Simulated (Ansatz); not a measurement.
**Rh: a surface, (110), 7 layers**

What do the surfaces of Rh (110), 7 layers cost, and how tightly do they hold an electron? Methods of the runs shown: LAPW. Companion runs by PAW are cited. Its runs: bulk in the slab's orientation (LAPW); the reference run (LAPW); at the positions relaxed by PAW (LAPW); no relativity (LAPW); Pd in place of Rh in the outer layer (LAPW); Pd in place of Rh in the middle layer (LAPW).

Computed with Ansatz 0.2.0 (DFT PBE, with the methods named in each step, unless a step's input says otherwise).

### 1 The system as given

Symmetry: Fm-3m, No. 225, cubic system. Conventional cell: a = 3.832 Å, b = 3.832 Å, c = 3.832 Å, α = 90.00°, β = 90.00°, γ = 90.00°. Rh (site symmetry m-3m) has 12 Rh at 2.71 Å as nearest neighbours.

Structure file:

```
CELL_PARAMETERS angstrom
-1.91597 1.91597 0.00000
0.00000 0.00000 3.83195
1.91597 1.91597 0.00000
ATOMIC_POSITIONS crystal
Rh 0.00000 0.00000 0.00000
Rh 0.50000 0.50000 0.50000
```

Atoms are numbered in the order of the input: Rh1, Rh2.

### 2 Bulk in the slab's orientation, LAPW

input.yaml reads:

```yaml
crystal:
  lattice:
    - [-1.915973489, 1.915973489, 0.0]
    - [0.0, 0.0, 3.831946978]
    - [1.915973489, 1.915973489, 0.0]
  atoms:
    - { symbol: Rh, position: [0.0, 0.0, 0.0] }
    - { symbol: Rh, position: [0.5, 0.5, 0.5] }
kpoints:
  mp_grid: { grid: [12, 9, 12] }
scf:
  occupations: { method: fermi_dirac, width: 0.1 }
hamiltonian:
  xc: pbe
  pseudopotentials: { kind: all_electron, lapw: { basis_error: 0.001 } }
output:
  forces: true
  stress: true
  eigenvalues: true
```

Launch:

```console
> ansatz run input.yaml --threads 3 --pin off --max-ram 8192MiB --backend cpu --events-out ev --progress --plain --runs-dir out
```

Log, shortened:

```text
LAPW: plane waves up to 8.453 Å⁻¹, error target 1.0e-3 eV per atom; small_component_spin mean_spin; Rh in spheres of 1.355 Å, 27 of its electrons in bands, Dirac shells []
[...]
Pseudopotentials: kind: all_electron
Pseudopotential: Rh, LAPW, valence charge 27, Koelling and Harmon's equation, gaussian nucleus
Functional definition: PBE
[...]
Crystal: 2 atoms, lattice volume = 28.134 Å³
Basis set: ecut = 272.2331357657336 eV, 287 PW (Γ), exchange–correlation at level 2
Bands: 33, of which v1, the nominal top of the filled ones, is band 27 counted from 1 (26 counted from 0)
Symmetry: 32 space group operations
Space group: Fm-3m (ITA 225), of the structure as read, at distance tolerance 3.0e-5 Å
k-points: 140 of 1296
[...]
SCF iter   1: F=—  HF=-260375.589051 eV  |F-HF|=—  |Δ(HF+E_count)|=         —  Δρ=3.65e-2  dr2=1.91e-1  ethr=3.52e-4  ⟨swp⟩=2.9  Hψ=30114  notcnv=0
[...]
the basis was enlarged: its passes take 317.8 KiB over the memory plan, 3 of 3 planned eigensolver slots
[...]
SCF iter   8: F=-260374.640365 eV  HF=-260374.640365 eV  |F-HF|=2.53e-8  |Δ(HF+E_count)|=   3.45e-8  Δρ=9.09e-6  dr2=1.84e-8  ethr=2.99e-10  ⟨swp⟩=2.0  Hψ=13510  notcnv=0
[...]
SCF converged after 8 iterations
Free energy (F): -260374.640365 eV
[...]
E sigma→0 (E₀):  -260374.595603 eV
Entropy (-TS):   -0.089522 eV (-44.761 meV/atom)
Fermi energy:    23.868635 eV
[...]
--- Forces (eV/Å), atoms counted from 1 ---
  atom   1  Rh    -0.00000000     0.00000000     0.00000000
  atom   2  Rh     0.00000000     0.00000000     0.00000000
[...]
--- Stress (GPa, compression-positive) ---
        0.014371      -0.000000      -0.000000
       -0.000000       0.014371      -0.000000
       -0.000000      -0.000000      -0.254015
  P = ⅓ Tr σ = -0.0751 GPa (-0.751 kbar)
--- Band table (eV; the first three rows and the last of 140) ---
[...]
```

It took 12 s on 3 threads of Intel Xeon Platinum 8375C at 2.90GHz (Ice Lake), shared host; peak memory 0.59 GiB.

Read from it: pressure -0.08 GPa; no gap.

### 3 The slab

The slab cell holds 7 atoms: a = 2.710 Å, b = 3.832 Å, c = 24.129 Å, α = 90.00°, β = 90.00°, γ = 90.00°.

### 4 Slab as cut, LAPW

input.yaml reads:

```yaml
crystal:
  lattice:
    - [2.7095956933, 0.0, 0.0]
    - [0.0, 3.831946978, 0.0]
    - [0.0, 0.0, 24.1288]
  atoms:
    - { symbol: Rh, position: [0.0, 0.0, 0.3315542613] }
    - { symbol: Rh, position: [0.5, 0.5, 0.3877028409] }
    - { symbol: Rh, position: [0.0, 0.0, 0.4438514204] }
    - { symbol: Rh, position: [0.5, 0.5, 0.5] }
    - { symbol: Rh, position: [0.0, 0.0, 0.5561485796] }
    - { symbol: Rh, position: [0.5, 0.5, 0.6122971591] }
    - { symbol: Rh, position: [0.0, 0.0, 0.6684457387] }
kpoints:
  mp_grid: { grid: [12, 9, 1] }
scf:
  occupations: { method: fermi_dirac, width: 0.1 }
hamiltonian:
  xc: pbe
  pseudopotentials: { kind: all_electron, lapw: { basis_error: 0.001 } }
output:
  forces: true
  stress: true
  eigenvalues: true
  populations: true
  dos: { projected: true, de: 0.2, e_range: [-14, 8] }
efield:
  axis: 3
  amplitude: 0
  dipole_correction: true
```

Launch:

```console
> ansatz run input.yaml --threads 3 --pin off --max-ram 8192MiB --backend cpu --events-out ev --progress --plain --runs-dir out
```

Log:

```text
Rh: projections on atomic orbitals take those of the free atom 1s2 2s2 2p6 3s2 3p6 3d10 4s2 4p6 4d8 5s1, of charge +0.00 (hamiltonian.pseudopotentials.projection_atoms)
LAPW: plane waves up to 8.453 Å⁻¹, error target 1.0e-3 eV per atom; small_component_spin mean_spin; Rh in spheres of 1.355 Å, 27 of its electrons in bands, Dirac shells []
Engine: ansatz 0.2.0
[... 3 set-up lines as earlier in the session ...]
  parameter kappa = 0.804
  parameter beta = 0.06672455060314922
  exchange = pbe_x(kappa = kappa, mu = beta*pi^2/3)
  correlation = pbe_c(beta = beta)
Crystal: 7 atoms, lattice volume = 250.530 Å³
Basis set: ecut = 272.2240506641192 eV, 2549 PW (Γ), exchange–correlation at level 2
Bands: 114, of which v1, the nominal top of the filled ones, is band 95 counted from 1 (94 counted from 0)
Symmetry: 4 space group operations
k-points: 35 of 108
Non-local potential: Rh, projectors of the file, none
Initial density: superposition of atomic densities (neutral atoms: chi_scale 0, normalization atom)
Initial wavefunctions: plane waves of lowest kinetic energy (no species holds an atomic orbital)
Functional: x = pbe(κ = 0.804, μ = 0.2195149727645171), c = pbe(β = 0.06672455060314922)
iter 1 solved again at ethr=3.30e-3 eV; its pass at ethr=1.00e-1 eV (dr2=6.23e0 eV) is discarded
SCF iter   1: F=—  HF=-911311.181947 eV  |F-HF|=—  |Δ(HF+E_count)|=         —  Δρ=2.53e-2  dr2=6.23e0  ethr=3.30e-3  p=0.000 e·Å  D=7.33e-14 V/Å  ΔV_dip=-0.00 eV  dr2_dipole=1.21e-12  V_vac-E_F(+/−)=5.79/5.79 eV  ⟨swp⟩=2.1  Hψ=24848  notcnv=0
efield: sawtooth ramp at fractional position 0.9500 (placed from the atoms, in the widest stretch of the axis that holds none; the zero of the levels goes with the place), width 0.1000; the density the first Hamiltonian is built on has a dipole p = 0.000 e·Å; the dipole correction subtracts the counter field D = 3.47e-14 V/Å, which shifts the + side's vacuum level by -0.00 eV against the − side's; the planar-averaged density in the ramp window peaks in size at 1.5e-6 e/Å³
preconditioner: auto → LDOS  [metal: Δε(μ)=0.010 eV  Ē_g=7.830 eV  σ=0.100 eV  W_gap=0.03  n_scr=66 (ndim 8)  ℏωp=18.6 eV  f_vac=0.559  D(μ)=11.95/eV (n_scr^D=106)  β→1.0]
SCF iter   2: F=—  HF=-911311.782180 eV  |F-HF|=—  |Δ(HF+E_count)|=   6.00e-1  Δρ=1.91e-2  dr2=2.00e0  ethr=3.30e-3  p=-0.000 e·Å  D=-4.41e-6 V/Å  ΔV_dip=0.00 eV  dr2_dipole=1.69e-9  V_vac-E_F(+/−)=4.81/4.81 eV  ⟨swp⟩=3.0  Hψ=12459  notcnv=0
iter 3 solved again at ethr=2.01e-5 eV; its pass at ethr=1.06e-3 eV (dr2=3.80e-2 eV) is discarded
SCF iter   3: F=—  HF=-911307.979940 eV  |F-HF|=—  |Δ(HF+E_count)|=    3.80e0  Δρ=3.13e-3  dr2=3.81e-2  ethr=2.01e-5  p=-0.000 e·Å  D=-7.85e-7 V/Å  ΔV_dip=0.00 eV  dr2_dipole=4.83e-10  V_vac-E_F(+/−)=4.99/4.99 eV  ⟨swp⟩=2.0  Hψ=21634  notcnv=0
SCF iter   4: F=—  HF=-911307.994464 eV  |F-HF|=—  |Δ(HF+E_count)|=         —  Δρ=1.22e-3  dr2=7.82e-3  ethr=2.01e-5  p=-0.000 e·Å  D=-6.51e-7 V/Å  ΔV_dip=0.00 eV  dr2_dipole=3.69e-10  V_vac-E_F(+/−)=4.78/4.78 eV  ⟨swp⟩=2.7  Hψ=11815  notcnv=0
the basis was enlarged: its passes take 1.6 MiB over the memory plan, 3 of 3 planned eigensolver slots
SCF iter   5: F=—  HF=-911307.993751 eV  |F-HF|=—  |Δ(HF+E_count)|=   7.13e-4  Δρ=5.68e-4  dr2=2.20e-3  ethr=4.14e-6  p=-0.000 e·Å  D=-1.91e-7 V/Å  ΔV_dip=0.00 eV  dr2_dipole=4.98e-11  V_vac-E_F(+/−)=4.75/4.75 eV  ⟨swp⟩=3.0  Hψ=11939  notcnv=0
SCF iter   6: F=—  HF=-911307.994003 eV  |F-HF|=—  |Δ(HF+E_count)|=   2.52e-4  Δρ=2.55e-4  dr2=3.18e-4  ethr=1.16e-6  p=-0.000 e·Å  D=-9.98e-8 V/Å  ΔV_dip=0.00 eV  dr2_dipole=1.99e-12  V_vac-E_F(+/−)=4.71/4.71 eV  ⟨swp⟩=2.6  Hψ=11768  notcnv=0
SCF iter   7: F=—  HF=-911307.994016 eV  |F-HF|=—  |Δ(HF+E_count)|=   1.32e-5  Δρ=6.63e-5  dr2=2.32e-5  ethr=1.68e-7  p=-0.000 e·Å  D=-1.91e-8 V/Å  ΔV_dip=0.00 eV  dr2_dipole=1.18e-12  V_vac-E_F(+/−)=4.69/4.69 eV  ⟨swp⟩=3.0  Hψ=12028  notcnv=0
SCF iter   8: F=—  HF=-911307.994009 eV  |F-HF|=—  |Δ(HF+E_count)|=   7.17e-6  Δρ=2.58e-5  dr2=3.52e-6  ethr=1.23e-8  p=-0.000 e·Å  D=-6.56e-9 V/Å  ΔV_dip=0.00 eV  dr2_dipole=1.16e-12  V_vac-E_F(+/−)=4.68/4.68 eV  ⟨swp⟩=3.0  Hψ=12413  notcnv=0
SCF iter   9: F=—  HF=-911307.994012 eV  |F-HF|=—  |Δ(HF+E_count)|=   2.96e-6  Δρ=6.30e-6  dr2=2.18e-7  ethr=1.86e-9  p=-0.000 e·Å  D=-2.47e-9 V/Å  ΔV_dip=0.00 eV  dr2_dipole=6.72e-15  V_vac-E_F(+/−)=4.68/4.68 eV  ⟨swp⟩=3.0  Hψ=12224  notcnv=0
SCF iter  10: F=-911307.994012 eV  HF=-911307.994012 eV  |F-HF|=1.12e-8  |Δ(HF+E_count)|=   9.78e-9  Δρ=2.18e-6  dr2=2.05e-8  ethr=1.15e-10  p=-0.000 e·Å  D=-1.94e-9 V/Å  ΔV_dip=0.00 eV  dr2_dipole=9.63e-16  V_vac-E_F(+/−)=4.68/4.68 eV  ⟨swp⟩=3.0  Hψ=11854  notcnv=0
SCF 1 converged in 10 iterations: F = -911307.994012 eV  dr2 = 2.05e-8
SCF converged after 10 iterations
Free energy (F): -911307.994012 eV
Harris-Foulkes:  -911307.994012 eV  (|F-HF|=1.12e-8)
Internal energy: -911307.574542 eV  (E = F + TS)
E sigma→0 (E₀):  -911307.784277 eV
Entropy (-TS):   -0.419470 eV (-59.924 meV/atom)
Fermi energy:    6.541799 eV
Dipole field:    D = -0.000000 V/Å  (p = -0.000000 e·Å, saw-weighted, corrected)
Work function:   Φ+ = 4.6777 eV   Φ− = 4.6777 eV
Levels:          The Fermi level and band energies are counted from a zero that moves with the ramp; work functions are not
--- Per-component energies (eV) ---
  E_band       = -22745.289756
  E_kinetic    = 949320.846595
  E_xc         = -26457.980405
  E_efield     = 0.000000  (sawtooth field / dipole correction)
  E_electrostatic = -1834170.440731  (all electrons and nuclei)
  E_smearing   = -0.419470  (= −TS)
  E_closure    = 0.000000  (closes the sum)
  E_atoms      = -911260.186101  (free atoms, spherical and without spin; not in F)
  Σ components = -911307.994012   (vs F -911307.994012, Δ=0.00e0)
  Basis errors (estimates in eV, not in F): energy 3.0e-4 per atom: plane waves 2.6e-4 (1.4e-4 summed), levels above the bands 2.9e-42, relativity 6.2e-8, radial functions 4.5e-5, core shells 2.5e-7; eigenvalues (radial functions only) 7.3e-7; not estimated: angular momenta, meshes, grids; target (lapw.basis_error) 1.0e-3; muffin-tin radii Rh 1.355 Å
--- Forces (eV/Å), atoms counted from 1 ---
  atom   1  Rh     0.00000000     0.00000000     0.94804335
  atom   2  Rh     0.00000000     0.00000000    -0.53656100
  atom   3  Rh     0.00000000     0.00000000    -0.17255699
  atom   4  Rh     0.00000000     0.00000000    -0.00000002
  atom   5  Rh     0.00000000     0.00000000     0.17255691
  atom   6  Rh     0.00000000     0.00000000     0.53656090
  atom   7  Rh     0.00000000     0.00000000    -0.94804318
  max |Σ_I F_I| component: 4.63e-8 eV/Å
--- Stress (GPa, compression-positive) ---
       -3.070429       0.000000       0.000000
        0.000000      -2.812725       0.000000
        0.000000       0.000000      -2.768487
  P = ⅓ Tr σ = -2.8839 GPa (-28.839 kbar)
--- Band table (eV; the first three rows and the last of 35) ---
  k-point 0: bands = ["-290.3640", "-290.3640", "-290.3585", "-290.3585", "-290.3464", "-290.3464", "-290.3303", "-290.3303", "-290.3288", "-290.3288", "-290.2973", "-290.2973", "-290.2855", "-290.2791", "-290.2791", "-290.2755", "-290.2753", "-290.2739", "-290.2739", "-290.2568", "-290.2568", "-290.2561", "-290.2477", "-290.2475", "-290.2475", "-289.6230", "-289.6230", "-289.6084", "-289.6084", "-289.5601", "-289.5601", "-289.5066", "-289.5066", "-289.5046", "-289.5046", "-72.2520", "-72.2135", "-72.1241", "-72.1081", "-72.1067", "-71.4659", "-71.4659", "-40.3417", "-40.2270", "-40.2232", "-40.1532", "-40.0529", "-40.0325", "-39.9761", "-39.9205", "-39.9172", "-39.9070", "-39.8322", "-39.8101", "-39.7925", "-39.7857", "-39.7560", "-39.3007", "-39.3006", "-39.2722", "-39.2698", "-39.2698", "-39.2687", "-0.7638", "0.4255", "0.7503", "1.1542", "1.3776", "1.7623", "2.1106", "2.1556", "2.6572", "2.9259", "2.9696", "3.2447", "3.4614", "3.6265", "3.6634", "3.7750", "3.7944", "4.0987", "4.2096", "4.2887", "4.3945", "4.8851", "4.9236", "5.0336", "5.4030", "5.4739", "5.5469", "5.6372", "5.8120", "5.8386", "5.9425", "6.2954", "6.5099", "6.6120", "6.9008", "6.9459", "7.1683", "7.3149", "7.4467", "9.0180", "10.7223", "10.8578", "11.1019", "12.0787", "12.3175", "13.1512", "14.1609", "14.3263", "15.7829", "16.4955", "17.0187"]
  k-point 1: bands = ["-290.3640", "-290.3640", "-290.3585", "-290.3585", "-290.3464", "-290.3464", "-290.3303", "-290.3303", "-290.3288", "-290.3288", "-290.2973", "-290.2973", "-290.2855", "-290.2791", "-290.2791", "-290.2755", "-290.2753", "-290.2739", "-290.2739", "-290.2568", "-290.2568", "-290.2561", "-290.2477", "-290.2475", "-290.2475", "-289.6230", "-289.6230", "-289.6084", "-289.6084", "-289.5601", "-289.5601", "-289.5066", "-289.5066", "-289.5046", "-289.5046", "-72.2490", "-72.2121", "-72.1256", "-72.1094", "-72.1078", "-71.4661", "-71.4661", "-40.3320", "-40.2563", "-40.2506", "-40.1163", "-40.0706", "-40.0037", "-39.9696", "-39.9298", "-39.9165", "-39.8901", "-39.8316", "-39.8146", "-39.7957", "-39.7909", "-39.7623", "-39.3027", "-39.3022", "-39.2706", "-39.2706", "-39.2697", "-39.2669", "-0.6138", "0.5032", "0.8330", "1.2164", "1.4197", "1.5732", "2.0276", "2.1496", "2.4751", "3.1168", "3.2418", "3.2653", "3.4654", "3.6663", "3.8255", "3.9103", "3.9299", "4.1875", "4.1888", "4.1931", "4.3816", "4.5096", "4.8469", "5.3430", "5.3868", "5.4156", "5.4859", "5.5800", "5.7997", "5.8439", "6.1298", "6.3300", "6.3730", "6.7434", "6.8177", "6.8735", "7.2257", "7.3219", "7.3478", "9.0160", "10.1772", "10.7672", "11.2191", "12.1333", "12.2969", "12.4178", "14.0392", "14.2466", "14.8955", "16.4801", "16.7239"]
  k-point 2: bands = ["-290.3640", "-290.3640", "-290.3585", "-290.3585", "-290.3464", "-290.3464", "-290.3303", "-290.3303", "-290.3288", "-290.3288", "-290.2973", "-290.2973", "-290.2855", "-290.2791", "-290.2791", "-290.2755", "-290.2753", "-290.2739", "-290.2739", "-290.2568", "-290.2568", "-290.2561", "-290.2477", "-290.2475", "-290.2475", "-289.6230", "-289.6230", "-289.6084", "-289.6084", "-289.5601", "-289.5601", "-289.5066", "-289.5066", "-289.5046", "-289.5046", "-72.2405", "-72.2086", "-72.1313", "-72.1116", "-72.1108", "-71.4665", "-71.4665", "-40.3248", "-40.2982", "-40.2712", "-40.1305", "-40.0321", "-39.9660", "-39.9510", "-39.9447", "-39.9052", "-39.8665", "-39.8303", "-39.8248", "-39.8078", "-39.8051", "-39.7805", "-39.3063", "-39.3053", "-39.2726", "-39.2726", "-39.2646", "-39.2629", "-0.1863", "0.6876", "1.0508", "1.2477", "1.4201", "1.4401", "1.8782", "2.1220", "2.5910", "3.1159", "3.3992", "3.4852", "3.5750", "3.8511", "3.9477", "4.0111", "4.0640", "4.1613", "4.1818", "4.2726", "4.5822", "4.6011", "4.8102", "5.0454", "5.1314", "5.3777", "5.6455", "5.7318", "5.7402", "5.9342", "6.2617", "6.3608", "6.3940", "6.4746", "6.8381", "7.0004", "7.1680", "7.2482", "7.3649", "8.7416", "9.0247", "10.5361", "10.8700", "11.5338", "12.1181", "12.2776", "12.9197", "14.2306", "15.0954", "15.4123", "16.1927"]
  k-point 34: bands = ["-290.3640", "-290.3640", "-290.3585", "-290.3585", "-290.3464", "-290.3464", "-290.3303", "-290.3303", "-290.3288", "-290.3288", "-290.2973", "-290.2973", "-290.2855", "-290.2791", "-290.2791", "-290.2755", "-290.2753", "-290.2739", "-290.2739", "-290.2568", "-290.2568", "-290.2561", "-290.2477", "-290.2475", "-290.2475", "-289.6230", "-289.6230", "-289.6084", "-289.6084", "-289.5601", "-289.5601", "-289.5066", "-289.5066", "-289.5046", "-289.5046", "-72.1839", "-72.1670", "-72.1169", "-72.0834", "-72.0791", "-71.4331", "-71.4331", "-40.3868", "-40.3827", "-40.2941", "-40.2884", "-40.2154", "-40.1559", "-40.0893", "-40.0122", "-40.0055", "-39.9657", "-39.9651", "-39.8894", "-39.8875", "-39.8570", "-39.8090", "-39.5843", "-39.5842", "-39.2861", "-39.2861", "-39.2437", "-39.2416", "0.9997", "1.0559", "1.7573", "1.9289", "1.9336", "2.0243", "2.3610", "2.7170", "2.8067", "2.9972", "3.0836", "3.3185", "3.3920", "3.4466", "3.6641", "3.7194", "3.8137", "3.9218", "4.1669", "4.6029", "4.6735", "4.8816", "5.1353", "5.5135", "5.7219", "5.7435", "6.1924", "6.4595", "6.9871", "6.9922", "7.0583", "7.0670", "7.1222", "7.2618", "7.3018", "8.5014", "8.6681", "10.5868", "10.8672", "12.7901", "13.2716", "14.4497", "14.5339", "14.5482", "14.9957", "15.0049", "15.2013", "15.2110", "15.5991", "15.8703", "16.0951"]
--- Löwdin populations: 7 sites ---
  site symbol       q [e]
     0     Rh     44.9405
     1     Rh     44.9008
     2     Rh     44.8920
     3     Rh     44.9132
     4     Rh     44.8920
     5     Rh     44.9008
     6     Rh     44.9405
  spilling = 0.001968 (of n_electrons = 315.000000)
```

Wall time 2.5 min (3 threads of Intel Xeon Platinum 8375C at 2.90GHz (Ice Lake), shared host); peak memory 1.9 GiB.

In short: no gap; largest force 0.948 eV/Å; work function 4.68 eV.

### 5 At the positions relaxed by PAW, LAPW

input.yaml reads:

```yaml
crystal:
  lattice:
    - [2.7095956933, 0.0, 0.0]
    - [0.0, 3.831946978, 0.0]
    - [0.0, 0.0, 24.1288]
  atoms:
    - { symbol: Rh, position: [0.0, 0.0, 0.3363521863] }
    - { symbol: Rh, position: [0.5, 0.5, 0.3863735048] }
    - { symbol: Rh, position: [0.0, 0.0, 0.444761956] }
    - { symbol: Rh, position: [0.5, 0.5, 0.4999999996] }
    - { symbol: Rh, position: [0.0, 0.0, 0.5552380436] }
    - { symbol: Rh, position: [0.5, 0.5, 0.6136264961] }
    - { symbol: Rh, position: [0.0, 0.0, 0.6636478136] }
kpoints:
  mp_grid: { grid: [12, 9, 1] }
scf:
  occupations: { method: fermi_dirac, width: 0.1 }
hamiltonian:
  xc: pbe
  pseudopotentials: { kind: all_electron, lapw: { basis_error: 0.001 } }
output:
  forces: true
  stress: true
  eigenvalues: true
efield:
  axis: 3
  amplitude: 0
  dipole_correction: true
```

Launch:

```console
> ansatz run input.yaml --threads 3 --pin off --max-ram 8192MiB --backend cpu --events-out ev --progress --plain --runs-dir out
```

Log, shortened:

```text
LAPW: plane waves up to 8.786 Å⁻¹, error target 1.0e-3 eV per atom; small_component_spin mean_spin; Rh in spheres of 1.308 Å, 27 of its electrons in bands, Dirac shells []
[...]
[... 3 set-up lines as earlier in the session ...]
[...]
Crystal: 7 atoms, lattice volume = 250.530 Å³
Basis set: ecut = 294.095890669714 eV, 2903 PW (Γ), exchange–correlation at level 2
Bands: 114, of which v1, the nominal top of the filled ones, is band 95 counted from 1 (94 counted from 0)
[... 1 set-up line as earlier in the session ...]
k-points: 35 of 108
[...]
SCF iter   1: F=—  HF=-911311.292180 eV  |F-HF|=—  |Δ(HF+E_count)|=         —  Δρ=2.89e-2  dr2=6.93e0  ethr=3.66e-3  p=-0.000 e·Å  D=-3.02e-13 V/Å  ΔV_dip=0.00 eV  dr2_dipole=2.20e-13  V_vac-E_F(+/−)=5.80/5.80 eV  ⟨swp⟩=2.1  Hψ=24545  notcnv=0
[...]
Fermi energy:    6.538834 eV
Dipole field:    D = -0.000000 V/Å  (p = -0.000000 e·Å, saw-weighted, corrected)
Work function:   Φ+ = 4.7026 eV   Φ− = 4.7026 eV
Levels:          The Fermi level and band energies are counted from a zero that moves with the ramp; work functions are not
[...]
--- Forces (eV/Å), atoms counted from 1 ---
  atom   1  Rh     0.00000000     0.00000000     0.00462090
  atom   2  Rh     0.00000000     0.00000000     0.00575626
  atom   3  Rh     0.00000000     0.00000000    -0.00275484
  atom   4  Rh     0.00000000     0.00000000     0.00000025
  atom   5  Rh     0.00000000     0.00000000     0.00275483
  atom   6  Rh     0.00000000     0.00000000    -0.00575674
  atom   7  Rh     0.00000000     0.00000000    -0.00462087
[...]
--- Stress (GPa, compression-positive) ---
       -2.198083       0.000000       0.000000
        0.000000      -1.219854       0.000000
        0.000000       0.000000      -0.037379
  P = ⅓ Tr σ = -1.1518 GPa (-11.518 kbar)
--- Band table (eV; the first three rows and the last of 35) ---
[...]
```

Wall time 2.5 min (3 threads of Intel Xeon Platinum 8375C at 2.90GHz (Ice Lake), shared host); peak memory 1.8 GiB.

Read from it: no gap; largest force 0.006 eV/Å; work function 4.70 eV.

(Part 1 of 2 ends here.)
